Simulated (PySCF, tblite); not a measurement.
**C₁₀H₁₂O: geometry, infrared bands and NMR shifts**

Wanted: the infrared bands and NMR shifts of C₁₀H₁₂O (`C[C@H](O)C1=C/C=C\C=C/C=C\1`), by calculation.

Computed with tblite 0.8.0 and PySCF 2.14.0, with density-fitted response routines of our own, on a single molecule in the gas phase. Atoms count from 0, in the outputs and in this text.

## 1. Starting geometry

23 atoms, charge 0, multiplicity 1; geometry from: force field or distance geometry start.

Bonds of the start (Å): C0–C1 1.50, C1–O2 1.37, C1–C3 1.49, C3–C4 1.32, C4–C5 1.46, C5–C6 1.33, C6–C7 1.47, C7–C8 1.32, C8–C9 1.48, C9–C10 1.33, C10–C3 1.47, C0–H11 1.09, C0–H12 1.11, C0–H13 1.13, C1–H14 1.14, O2–H15 0.97, C4–H16 1.07, C5–H17 1.09, C6–H18 1.08, C7–H19 1.09, C8–H20 1.07, C9–H21 1.08, C10–H22 1.06.

## 2. Geometry optimisation with GFN2-xTB

The job: settings as JSON, then the geometry in Å.

```
{"job": {"kind": "relax", "xc": "GFN2-xTB", "basis": "xTB"}, "charge": 0, "multiplicity": 1}
C     -2.933300    -0.417300    -0.357400
C     -1.975800     0.421400     0.430600
O     -2.236800     1.757500     0.278800
C     -0.548300     0.103900     0.166700
C      0.071400     1.177600    -0.279000
C      1.414400     1.529700    -0.725200
C      2.602500     0.958400    -0.575900
C      3.080100    -0.263100     0.091800
C      2.457900    -1.335000     0.534600
C      1.059500    -1.816200     0.603000
C     -0.142800    -1.276500     0.459800
H     -2.490700    -1.362500    -0.663600
H     -3.312900     0.164700    -1.221800
H     -3.792700    -0.656600     0.336500
H     -2.134600     0.175000     1.531500
H     -2.717100     2.004200    -0.527400
H     -0.570300     2.026800    -0.361200
H      1.449900     2.459200    -1.291900
H      3.405100     1.517400    -1.037500
H      4.157400    -0.293000     0.240700
H      3.124400    -2.046500     0.976100
H      0.997800    -2.870200     0.812000
H     -0.969700    -1.931900     0.588900
```

Started as:

```
$ OMP_NUM_THREADS=1 python probes_run.py task.json out
```

The driver reads the jobs from task.json and runs them one after another.

**Question.** This job is followed by: GFN2-xTB harmonic vibrations, gas phase; GIAO PBE0/pcSseg-1 NMR shielding, non-relativistic, gas phase. Predict these results of the whole session: strongest single infrared mode (GFN2-xTB); zero-point energy (GFN2-xTB); 13C shifts against TMS (PBE0/pcSseg-1); 1H shifts against TMS (PBE0/pcSseg-1, means over atoms taken as alike); 17O shifts against H2O (PBE0/pcSseg-1).

**Answer**, as computed:

| quantity | value |
| --- | --- |
| strongest single infrared mode (GFN2-xTB) | 3030 cm⁻¹, 113 km/mol |
| zero-point energy (GFN2-xTB) | 117.4 kcal/mol |
| 13C shifts against TMS (PBE0/pcSseg-1) | 161.5, 141.4, 141.2, 141.0, 140.7, 140.6, 139.7, 129.6, 75.5, 27.8 ppm |
| 1H shifts against TMS (PBE0/pcSseg-1, means over atoms taken as alike) | 6.24, 6.23, 6.23, 6.21, 6.19, 6.15, 5.73, 4.04, 1.18, 0.81 ppm |
| 17O shifts against H2O (PBE0/pcSseg-1) | 65.9 ppm |

In words: The optimisation took 114 steps and gained 1.135 eV; among the close pairs (by a distance rule), C1–H14 changed most, from 1.139 to 1.096 Å. The lowest mode is slightly imaginary (2i cm⁻¹), a soft motion within the noise of the Hessian, so the minimum is not strictly shown. GFN2-xTB is a fitted tight-binding method: band positions and strengths are rough. Its intensities can rank the bands wrongly.
